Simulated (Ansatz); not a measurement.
**CH₄Cl₂SSi: a spread of methods and bases**

Aim: run CH₄Cl₂SSi under a spread of inputs, and see what each costs and gives.

The runs use Ansatz 0.2.0, Gaussian basis; the settings change from run to run.

### 1 The relaxed structure

The geometry comes from an earlier relaxation with PBE0-D4 in a triple-zeta def2 set; it is a stationary point, not always the lowest conformer.

SMILES `C[Si](S)(Cl)Cl`, 9 atoms, charge 0, spin multiplicity 1.

Atoms are counted from 1 here; the program's logs count them from 0.

Bond lengths: C1–Si2 1.847 Å, C1–H6 1.092 Å, C1–H7 1.092 Å, C1–H8 1.092 Å, Si2–S3 2.121 Å, Si2–Cl4 2.045 Å, Si2–Cl5 2.051 Å, S3–H9 1.345 Å. Angles: Si2–C1–H6 109.9°, Si2–C1–H7 110.2°, Si2–C1–H8 110.1°, H6–C1–H7 108.9°, H6–C1–H8 109.2°, H7–C1–H8 108.6°, C1–Si2–S3 114.3°, C1–Si2–Cl4 110.1°, C1–Si2–Cl5 108.3°, S3–Si2–Cl4 104.6°, S3–Si2–Cl5 110.6°, Cl4–Si2–Cl5 108.8°, Si2–S3–H9 93.2°.

### 2 B2PLYP/6-31G*

Options: charge +1, multiplicity 2, the search for lower states set to full.

in.yaml

```yaml
crystal:
  periodic: [false, false, false]
  atoms:
    - {symbol: C, position_ang: [-1.184658, -0.243556, -0.009465]}
    - {symbol: Si, position_ang: [0.555203, 0.242794, -0.394329]}
    - {symbol: S, position_ang: [2.020360, -0.793711, 0.736034]}
    - {symbol: Cl, position_ang: [0.997100, -0.203127, -2.340118]}
    - {symbol: Cl, position_ang: [0.731550, 2.268106, -0.122805]}
    - {symbol: H, position_ang: [-1.317072, -1.313938, -0.177895]}
    - {symbol: H, position_ang: [-1.417149, -0.019000, 1.033977]}
    - {symbol: H, position_ang: [-1.878192, 0.308481, -0.647287]}
    - {symbol: H, position_ang: [1.581356, -0.292350, 1.904785]}
basis:
  gaussian: {orbitals: "6-31G*"}
total_charge: 1
magnetization: {spin_polarized: true, initial_magnetization: 1}
hamiltonian: {xc: {name: B2PLYP}}
scf: {lower_state_search: full}
output: {forces: true}
```

On the command line:

```sh
ansatz run in.yaml --threads 4 --pin off --events-out ev --progress --plain --max-ram 10444MiB
```

What it wrote (excerpt; [...] marks lines left out):

```text
Functional definition: B2PLYP
  name "B2PLYP"
  cite "Grimme, J. Chem. Phys. 124, 034108 (2006) doi:10.1063/1.2148954"
  cite "Becke, Phys. Rev. A 38, 3098 (1988) doi:10.1103/PhysRevA.38.3098"
  cite "Lee, Yang & Parr, Phys. Rev. B 37, 785 (1988) doi:10.1103/PhysRevB.37.785"
[...]
929 factors; integrals over basis functions are off by at most 9.6e-4 eV
[...]
mean field -44830.39300376 eV, -1647.4865557564 hartree, gradient 5.9e-6 eV, S^2 0.756167; 7 other end points of the search recorded, 0 dependent functions left out
21 core orbitals not correlated: weight in the atoms' cores, before any rotation towards them, 1.000 or more for the frozen orbitals, at most 0.000 for the correlated occupied ones
reference -44830.39315798 eV, -1647.4865614240 hartree; 16, 15 occupied and 62, 63 virtual orbitals, 929 factors
second order -19.13492831 eV of doubles, -0.00000000 eV of singles
[...]
Total energy: -44835.55958863 eV, -1647.6764242482 hartree
Atom 0 at    -1.184658    -0.243556    -0.009465 Å, force     0.237814    -0.680947     0.809198 eV/Å
Atom 1 at     0.555203     0.242794    -0.394329 Å, force    -1.939796     1.845492    -2.772124 eV/Å
Atom 2 at     2.020360    -0.793711     0.736034 Å, force     1.175110    -0.660555     0.952771 eV/Å
Atom 3 at     0.997100    -0.203127    -2.340118 Å, force     0.184920    -0.115748     0.423745 eV/Å
Atom 4 at     0.731550     2.268106    -0.122805 Å, force     0.443186    -0.419092     0.345976 eV/Å
Atom 5 at    -1.317072    -1.313938    -0.177895 Å, force    -0.195690    -0.064176    -0.021134 eV/Å
Atom 6 at    -1.417149    -0.019000     1.033977 Å, force    -0.176604    -0.003546     0.050781 eV/Å
Atom 7 at    -1.878192     0.308481    -0.647287 Å, force     0.183345     0.151102    -0.187596 eV/Å
Atom 8 at     1.581356    -0.292350     1.904785 Å, force     0.087715    -0.052530     0.398382 eV/Å
Dipole moment:     0.094113    -0.673070     1.102903 e Å
```

Wall time 13 s (4 threads of Arm Neoverse V2, shared host).

Largest force 3.854 eV/Å, ⟨S²⟩ 0.756.

### 3 LC-wPBE/pcseg-2

This run has multiplicity 3.

in.yaml, as its differences from that of step 2:

```diff
@@ -13,7 +13,5 @@
 basis:
-  gaussian: {orbitals: "6-31G*"}
-total_charge: 1
-magnetization: {spin_polarized: true, initial_magnetization: 1}
-hamiltonian: {xc: {name: B2PLYP}}
-scf: {lower_state_search: full}
+  gaussian: {orbitals: pcseg-2}
+magnetization: {spin_polarized: true, initial_magnetization: 2}
+hamiltonian: {xc: {name: LC-wPBE}}
 output: {forces: true}
```

Launched as before.

What it wrote (excerpt; [...] marks lines left out):

```text
Functional definition: LC-wPBE
  name "LC-wPBE"
  cite "Vydrov & Scuseria, J. Chem. Phys. 125, 234109 (2006) doi:10.1063/1.2409292"
  cite "Heyd & Scuseria, J. Chem. Phys. 120, 7274 (2004) doi:10.1063/1.1668634"
  cite "Ernzerhof & Perdew, J. Chem. Phys. 109, 3313 (1998) doi:10.1063/1.476928"
  cite "Perdew, Burke & Ernzerhof, Phys. Rev. Lett. 77, 3865 (1996) doi:10.1103/PhysRevLett.77.3865"
  parent pbe
[...]
1416 factors; their error is unknown
356 factors; integrals over basis functions are off by at most 7.2e-5 eV
[...]
mean field -44848.67197349 eV, -1648.1582955040 hartree, gradient 2.7e-6 eV, S^2 2.009955; 4 other end points of the search recorded, 0 dependent functions left out
[...]
reference -44848.67197350 eV, -1648.1582955043 hartree; 38, 36 occupied and 184, 186 virtual orbitals, 1416 factors
Total energy: -44848.67197350 eV, -1648.1582955043 hartree
Atom 0 at    -1.184658    -0.243556    -0.009465 Å, force     0.201452    -0.216636     0.105201 eV/Å
Atom 1 at     0.555203     0.242794    -0.394329 Å, force    -0.930821     0.778490    -0.924667 eV/Å
Atom 2 at     2.020360    -0.793711     0.736034 Å, force     2.479634    -2.635490    -3.913786 eV/Å
Atom 3 at     0.997100    -0.203127    -2.340118 Å, force    -0.099543     0.170317     0.351064 eV/Å
Atom 4 at     0.731550     2.268106    -0.122805 Å, force     0.144529    -0.282739     0.023787 eV/Å
Atom 5 at    -1.317072    -1.313938    -0.177895 Å, force    -0.089519     0.064312    -0.005871 eV/Å
Atom 6 at    -1.417149    -0.019000     1.033977 Å, force     0.056228    -0.008366    -0.040138 eV/Å
Atom 7 at    -1.878192     0.308481    -0.647287 Å, force     0.122860    -0.054200     0.012127 eV/Å
Atom 8 at     1.581356    -0.292350     1.904785 Å, force    -1.884819     2.184312     4.392284 eV/Å
Dipole moment:    -0.324220    -0.235121    -0.018273 e Å
```

Wall time 17 s (4 threads of Arm Neoverse V2, shared host); peak memory 0.93 GiB.

Largest force 5.330 eV/Å, dipole 1.93 D, ⟨S²⟩ 2.010.

### 4 HF/cc-pVTZ

This run has unrestricted orbitals, high accuracy, the search for lower states set to full.

in.yaml, as its differences from that of step 3:

```diff
@@ -13,5 +13,6 @@
 basis:
-  gaussian: {orbitals: pcseg-2}
-magnetization: {spin_polarized: true, initial_magnetization: 2}
-hamiltonian: {xc: {name: LC-wPBE}}
-output: {forces: true}
+  gaussian: {orbitals: cc-pVTZ}
+magnetization: {spin_polarized: true, initial_magnetization: 0}
+hamiltonian: {xc: {name: HF}}
+accuracy: high
+scf: {lower_state_search: full}
```

The command is unchanged.

What it wrote:

```text
Functional definition: HF
  name "HF"
  cite "Fock, Z. Phys. 61, 126 (1930) doi:10.1007/BF01340294"
  parent pbe
  exchange = exact_x
  correlation = 0
3813 factors; integrals over basis functions are off by at most 3.7e-9 eV
mean field evaluation 1: about -44785.0255 eV, gradient 2.0e1 eV
mean field evaluation 2: about -44785.0448 eV, gradient 2.0e1 eV
mean field evaluation 4: about -44787.3678 eV, gradient 2.1e0 eV
mean field evaluation 8: about -44787.4100 eV, gradient 2.7e-4 eV
mean field -44787.40995024 eV, -1645.9069576745 hartree, gradient 1.2e-8 eV, S^2 0.000000; 0 other end points of the search recorded, 0 dependent functions left out
reference -44787.40995024 eV, -1645.9069576745 hartree; 37, 37 occupied and 185, 185 virtual orbitals, 3813 factors
Total energy: -44787.40995024 eV, -1645.9069576745 hartree
```

It took 15 s on 4 threads of Arm Neoverse V2, shared host; peak memory 1.6 GiB.

⟨S²⟩ 0.000.

### 5 RPA/def2-mTZVPP

Set apart from the defaults: unrestricted orbitals, a grid of angular degree 23, correlated electrons set to all.

in.yaml, as its differences from that of step 4:

```diff
@@ -13,6 +13,5 @@
 basis:
-  gaussian: {orbitals: cc-pVTZ}
+  gaussian: {orbitals: def2-mTZVPP, final_grid: {core_spheres: 8, valence_spheres: 7, degree: 23}}
 magnetization: {spin_polarized: true, initial_magnetization: 0}
 hamiltonian: {xc: {name: HF}}
-accuracy: high
-scf: {lower_state_search: full}
+correlation: {method: rpa, electrons: all}
```

The command is unchanged.

What it wrote:

```text
Functional definition: HF
  name "HF"
  cite "Fock, Z. Phys. 61, 126 (1930) doi:10.1007/BF01340294"
  parent pbe
  exchange = exact_x
  correlation = 0
1341 factors; integrals over basis functions are off by at most 1.3e-3 eV
mean field evaluation 1: about -44784.1066 eV, gradient 1.8e1 eV
mean field evaluation 2: about -44784.1079 eV, gradient 1.8e1 eV
mean field evaluation 4: about -44786.1214 eV, gradient 1.9e0 eV
mean field evaluation 8: about -44786.1555 eV, gradient 2.0e-4 eV
mean field -44786.15545739 eV, -1645.8608559124 hartree, gradient 2.5e-6 eV, S^2 0.000000; 0 other end points of the search recorded, 0 dependent functions left out
reference -44786.15545739 eV, -1645.8608559124 hartree; 37, 37 occupied and 110, 110 virtual orbitals, 1341 factors
Total energy: -44813.63575440 eV, -1646.8707382009 hartree
```

It took 4 s on 4 threads of Arm Neoverse V2, shared host.

⟨S²⟩ 0.000.

### 6 BLYP/def2-mTZVPP

This run has density fitting with def2-universal-jkfit, the search for lower states set to off.

in.yaml, as its differences from that of step 5:

```diff
@@ -13,5 +13,5 @@
 basis:
-  gaussian: {orbitals: def2-mTZVPP, final_grid: {core_spheres: 8, valence_spheres: 7, degree: 23}}
-magnetization: {spin_polarized: true, initial_magnetization: 0}
-hamiltonian: {xc: {name: HF}}
-correlation: {method: rpa, electrons: all}
+  gaussian: {orbitals: def2-mTZVPP, fitting: {mean_field: def2-universal-jkfit}}
+hamiltonian: {xc: {name: BLYP}}
+scf: {lower_state_search: off}
+output: {forces: true}
```

Same command.

What it wrote (excerpt; [...] marks lines left out):

```text
Functional definition: BLYP
  name "BLYP"
  cite "Becke, Phys. Rev. A 38, 3098 (1988) doi:10.1103/PhysRevA.38.3098"
  cite "Lee, Yang & Parr, Phys. Rev. B 37, 785 (1988) doi:10.1103/PhysRevB.37.785"
[...]
659 factors; integrals over basis functions are off by at most 3.0e-1 eV
[...]
mean field -44864.72686112 eV, -1648.7483017422 hartree, gradient 4.0e-6 eV, S^2 0.000000; 0 other end points of the search recorded, 0 dependent functions left out
[...]
reference -44864.72723626 eV, -1648.7483155282 hartree; 37, 37 occupied and 110, 110 virtual orbitals, 659 factors
Total energy: -44864.72723626 eV, -1648.7483155282 hartree
Atom 0 at    -1.184658    -0.243556    -0.009465 Å, force    -0.215812    -0.061596     0.040553 eV/Å
Atom 1 at     0.555203     0.242794    -0.394329 Å, force    -0.177742    -0.149612     0.159608 eV/Å
Atom 2 at     2.020360    -0.793711     0.736034 Å, force     0.573398    -0.471105     0.077815 eV/Å
Atom 3 at     0.997100    -0.203127    -2.340118 Å, force     0.174546    -0.200641    -0.830131 eV/Å
Atom 4 at     0.731550     2.268106    -0.122805 Å, force     0.056210     0.870477     0.116138 eV/Å
Atom 5 at    -1.317072    -1.313938    -0.177895 Å, force    -0.070814    -0.210939    -0.021512 eV/Å
Atom 6 at    -1.417149    -0.019000     1.033977 Å, force    -0.088287     0.028993     0.203273 eV/Å
Atom 7 at    -1.878192     0.308481    -0.647287 Å, force    -0.177391     0.089905    -0.108807 eV/Å
Atom 8 at     1.581356    -0.292350     1.904785 Å, force    -0.074109     0.104518     0.363063 eV/Å
Dipole moment:    -0.342348    -0.120175     0.293595 e Å
Checks for a lower state left out: stability, starts, cluster_reference, orbital_swaps, neighbouring_geometries, increment
```

Run time: 0.8 s. Hardware: 4 threads of Arm Neoverse V2, shared host.

Largest force 0.880 eV/Å, dipole 2.24 D.

### 7 SPW92/6-31++G**

This run has unrestricted orbitals, atoms shaken by 0.15 Å, relativity set to none, high accuracy.

in.yaml

```yaml
crystal:
  periodic: [false, false, false]
  atoms:
    - {symbol: C, position_ang: [-1.084527, -0.210710, 0.021570]}
    - {symbol: Si, position_ang: [0.375237, 0.371243, -0.367026]}
    - {symbol: S, position_ang: [2.316198, -0.824040, 0.466858]}
    - {symbol: Cl, position_ang: [0.974298, -0.168991, -2.353036]}
    - {symbol: Cl, position_ang: [0.873321, 2.205696, -0.051806]}
    - {symbol: H, position_ang: [-1.331609, -1.349450, -0.260245]}
    - {symbol: H, position_ang: [-1.415668, -0.142046, 1.047199]}
    - {symbol: H, position_ang: [-1.898379, -0.017668, -0.781165]}
    - {symbol: H, position_ang: [1.855866, 0.040434, 1.895302]}
basis:
  gaussian: {orbitals: "6-31++G**"}
magnetization: {spin_polarized: true, initial_magnetization: 0}
hamiltonian: {xc: {name: SPW92}, pseudopotentials: {relativity: none}}
accuracy: high
```

Launched as before.

What it wrote:

```text
Functional definition: SPW92
  name "SPW92"
  cite "Dirac, Proc. Camb. Phil. Soc. 26, 376 (1930) doi:10.1017/S0305004100016108"
  cite "Slater, Phys. Rev. 81, 385 (1951) doi:10.1103/PhysRev.81.385"
  cite "Perdew & Wang, Phys. Rev. B 45, 13244 (1992) doi:10.1103/PhysRevB.45.13244"
  exchange = slater_x
  correlation = pw_c
2796 factors; integrals over basis functions are off by at most 5.9e-9 eV
mean field evaluation 1: about -44688.3301 eV, gradient 4.9e1 eV
mean field evaluation 2: about -44670.1553 eV, gradient 6.8e1 eV
mean field evaluation 4: about -44699.3723 eV, gradient 6.7e0 eV
mean field evaluation 8: about -44699.6048 eV, gradient 2.6e-1 eV
mean field evaluation 16: about -44699.6052 eV, gradient 4.3e-5 eV
mean field -44699.60520272 eV, -1642.6801927192 hartree, gradient 6.2e-8 eV, S^2 0.000000; 0 other end points of the search recorded, 0 dependent functions left out
reference -44699.60520884 eV, -1642.6801929444 hartree; 37, 37 occupied and 98, 98 virtual orbitals, 2796 factors
Total energy: -44699.60520884 eV, -1642.6801929444 hartree
```

It took 4.1 s on 4 threads of Arm Neoverse V2, shared host; peak memory 0.53 GiB.

⟨S²⟩ 0.000.

### 8 RPBE/def2-TZVP

Set apart from the defaults: charge +1, multiplicity 2, coordinates scaled by 1.25, D3(BJ) with three-body dispersion, high accuracy.

in.yaml

```yaml
crystal:
  periodic: [false, false, false]
  atoms:
    - {symbol: C, position_ang: [-1.480823, -0.304445, -0.011832]}
    - {symbol: Si, position_ang: [0.694004, 0.303493, -0.492911]}
    - {symbol: S, position_ang: [2.525450, -0.992139, 0.920043]}
    - {symbol: Cl, position_ang: [1.246375, -0.253909, -2.925147]}
    - {symbol: Cl, position_ang: [0.914438, 2.835132, -0.153506]}
    - {symbol: H, position_ang: [-1.646340, -1.642423, -0.222369]}
    - {symbol: H, position_ang: [-1.771436, -0.023750, 1.292472]}
    - {symbol: H, position_ang: [-2.347740, 0.385601, -0.809108]}
    - {symbol: H, position_ang: [1.976695, -0.365438, 2.380982]}
basis:
  gaussian: {orbitals: def2-TZVP}
total_charge: 1
magnetization: {spin_polarized: true, initial_magnetization: 1}
hamiltonian: {xc: {name: RPBE}, dispersion: d3bjatm}
accuracy: high
output: {forces: true}
```

The command is unchanged.

What it wrote (excerpt; [...] marks lines left out):

```text
Functional definition: RPBE
  name "RPBE"
  cite "Hammer, Hansen & Nørskov, Phys. Rev. B 59, 7413 (1999) doi:10.1103/PhysRevB.59.7413"
  cite "Perdew, Burke & Ernzerhof, Phys. Rev. Lett. 77, 3865 (1996) doi:10.1103/PhysRevLett.77.3865"
[...]
3437 factors; integrals over basis functions are off by at most 2.6e-8 eV
[...]
mean field -44846.21874780 eV, -1648.0681411227 hartree, gradient 9.6e-8 eV, S^2 0.756684; 10 other end points of the search recorded, 0 dependent functions left out
[...]
reference -44846.21875201 eV, -1648.0681412775 hartree; 37, 36 occupied and 166, 167 virtual orbitals, 3437 factors
Total energy: -44847.66399484 eV, -1648.1212529719 hartree
Atom 0 at    -1.480823    -0.304445    -0.011832 Å, force    -2.018818    -0.682552     0.592637 eV/Å
Atom 1 at     0.694004     0.303493    -0.492911 Å, force    -0.863453     0.638091    -1.035618 eV/Å
Atom 2 at     2.525450    -0.992139     0.920043 Å, force    -2.412145     2.378423     1.764908 eV/Å
Atom 3 at     1.246375    -0.253909    -2.925147 Å, force    -0.563847     0.713125     3.165473 eV/Å
Atom 4 at     0.914438     2.835132    -0.153506 Å, force    -0.069524    -3.184926    -0.386754 eV/Å
Atom 5 at    -1.646340    -1.642423    -0.222369 Å, force     0.803070     3.979105     0.524224 eV/Å
Atom 6 at    -1.771436    -0.023750     1.292472 Å, force     1.164715    -0.711749    -3.852910 eV/Å
Atom 7 at    -2.347740     0.385601    -0.809108 Å, force     2.909352    -1.878335     2.202408 eV/Å
Atom 8 at     1.976695    -0.365438     2.380982 Å, force     1.050651    -1.251181    -2.974370 eV/Å
Dipole moment:    -0.365022    -0.688537     1.014144 e Å
```

It took 36 s on 4 threads of Arm Neoverse V2, shared host; peak memory 1.1 GiB.

Largest force 4.104 eV/Å, ⟨S²⟩ 0.757.

### 9 PBEsol/cc-pVTZ-DK

Options: charge -1, multiplicity 2, coordinates scaled by 0.96, finite nuclei.

in.yaml

```yaml
crystal:
  periodic: [false, false, false]
  atoms:
    - {symbol: C, position_ang: [-1.137272, -0.233814, -0.009087]}
    - {symbol: Si, position_ang: [0.532995, 0.233082, -0.378556]}
    - {symbol: S, position_ang: [1.939546, -0.761963, 0.706593]}
    - {symbol: Cl, position_ang: [0.957216, -0.195002, -2.246513]}
    - {symbol: Cl, position_ang: [0.702288, 2.177382, -0.117893]}
    - {symbol: H, position_ang: [-1.264389, -1.261381, -0.170779]}
    - {symbol: H, position_ang: [-1.360463, -0.018240, 0.992618]}
    - {symbol: H, position_ang: [-1.803064, 0.296141, -0.621395]}
    - {symbol: H, position_ang: [1.518102, -0.280656, 1.828594]}
basis:
  gaussian: {orbitals: cc-pVTZ-DK, nuclear_model: gaussian}
total_charge: -1
magnetization: {spin_polarized: true, initial_magnetization: 1}
hamiltonian: {xc: {name: PBEsol}}
```

The command is unchanged.

What it wrote:

```text
Functional definition: PBEsol
  name "PBEsol"
  cite "Perdew et al., Phys. Rev. Lett. 100, 136406 (2008) doi:10.1103/PhysRevLett.100.136406"
  cite "Perdew, Burke & Ernzerhof, Phys. Rev. Lett. 77, 3865 (1996) doi:10.1103/PhysRevLett.77.3865"
  parent pbesol
  exchange = pbesol_x
  correlation = pbesol_c
1500 factors; their error is unknown
mean field evaluation 1: about -44885.6709 eV, gradient 4.1e1 eV
mean field evaluation 2: about -44865.4383 eV, gradient 6.8e1 eV
mean field evaluation 4: about -44893.4887 eV, gradient 6.6e0 eV
mean field evaluation 8: about -44893.7374 eV, gradient 9.3e-2 eV
mean field evaluation 16: about -44893.6716 eV, gradient 4.2e-4 eV
mean field evaluation 32: about -44893.5496 eV, gradient 1.6e0 eV
mean field -44893.67163940 eV, -1649.8120027244 hartree, gradient 2.9e-5 eV, S^2 0.750846; 8 other end points of the search recorded, 0 dependent functions left out
reference -44893.67167999 eV, -1649.8120042159 hartree; 38, 37 occupied and 184, 185 virtual orbitals, 1500 factors
Total energy: -44893.67167999 eV, -1649.8120042159 hartree
Relativity: scalar
```

Wall time 9 s (4 threads of Arm Neoverse V2, shared host); peak memory 0.52 GiB.

⟨S²⟩ 0.751.

### 10 LC-wPBE/aug-cc-pVTZ

This run has coordinates scaled by 0.92, a point charge of -1.00 e beside it.

in.yaml

```yaml
crystal:
  periodic: [false, false, false]
  atoms:
    - {symbol: C, position_ang: [-1.089886, -0.224072, -0.008708]}
    - {symbol: Si, position_ang: [0.510787, 0.223371, -0.362783]}
    - {symbol: S, position_ang: [1.858731, -0.730214, 0.677152]}
    - {symbol: Cl, position_ang: [0.917332, -0.186877, -2.152908]}
    - {symbol: Cl, position_ang: [0.673026, 2.086658, -0.112980]}
    - {symbol: H, position_ang: [-1.211706, -1.208823, -0.163663]}
    - {symbol: H, position_ang: [-1.303777, -0.017480, 0.951259]}
    - {symbol: H, position_ang: [-1.727936, 0.283802, -0.595504]}
    - {symbol: H, position_ang: [1.454848, -0.268962, 1.752403]}
basis:
  gaussian: {orbitals: aug-cc-pVTZ, point_charges: [{charge: -1.00, position_ang: [5.531, -0.082, 0.974]}]}
hamiltonian: {xc: {name: LC-wPBE}}
```

Launched as before.

What it wrote (excerpt; [...] marks lines left out):

```text
Functional definition: LC-wPBE
  name "LC-wPBE"
  cite "Vydrov & Scuseria, J. Chem. Phys. 125, 234109 (2006) doi:10.1063/1.2409292"
  cite "Heyd & Scuseria, J. Chem. Phys. 120, 7274 (2004) doi:10.1063/1.1668634"
  cite "Ernzerhof & Perdew, J. Chem. Phys. 109, 3313 (1998) doi:10.1063/1.476928"
  cite "Perdew, Burke & Ernzerhof, Phys. Rev. Lett. 77, 3865 (1996) doi:10.1103/PhysRevLett.77.3865"
  parent pbe
[...]
1812 factors; their error is unknown
763 factors; integrals over basis functions are off by at most 3.2e-5 eV
[...]
mean field -44852.16037837 eV, -1648.2864920188 hartree, gradient 1.9e-5 eV, S^2 0.000000; 0 other end points of the search recorded, 0 dependent functions left out
reference -44852.16037838 eV, -1648.2864920191 hartree; 37, 37 occupied and 301, 301 virtual orbitals, 1812 factors
Total energy: -44852.16037838 eV, -1648.2864920191 hartree
```

Wall time 6.5 s (4 threads of Arm Neoverse V2, shared host); peak memory 1.2 GiB.

### 11 All runs side by side

```tsv
level	charge	multiplicity	geometry	functions	energy (eV)	time
B2PLYP/6-31G*	1	2	relaxed	99	-44835.560	13 s
LC-wPBE/pcseg-2	0	3	relaxed	222	-44848.672	17 s
HF/cc-pVTZ	0	1	relaxed	222	-44787.410	15 s
RPA/def2-mTZVPP	0	1	relaxed	147	-44813.636	4 s
BLYP/def2-mTZVPP	0	1	relaxed	147	-44864.727	0.8 s
SPW92/6-31++G**	0	1	shaken	135	-44699.605	4.1 s
RPBE/def2-TZVP	1	2	scaled	203	-44847.664	36 s
PBEsol/cc-pVTZ-DK	-1	2	scaled	222	-44893.672	9 s
LC-wPBE/aug-cc-pVTZ	0	1	scaled, point charge	338	-44852.160	6.5 s
```

### 12 What came out

| quantity | value |
| --- | --- |
| runs | 9 |
| quickest | BLYP/def2-mTZVPP, 0.8 s |
| slowest | RPBE/def2-TZVP, 36 s |
| spread of total energies, same state and geometry | 77.3 eV |

RPBE/def2-TZVP took 45 times as long as BLYP/def2-mTZVPP. The jobs differ in tasks and options as well as level. Total energies at one charge and spin differ by 77 eV between levels, so only differences within one level mean anything. At the PBE0-D4/def2-TZVP geometry and in the same state, runs without warnings or point charges leave forces up to 0.88 eV/Å (BLYP/def2-mTZVPP).
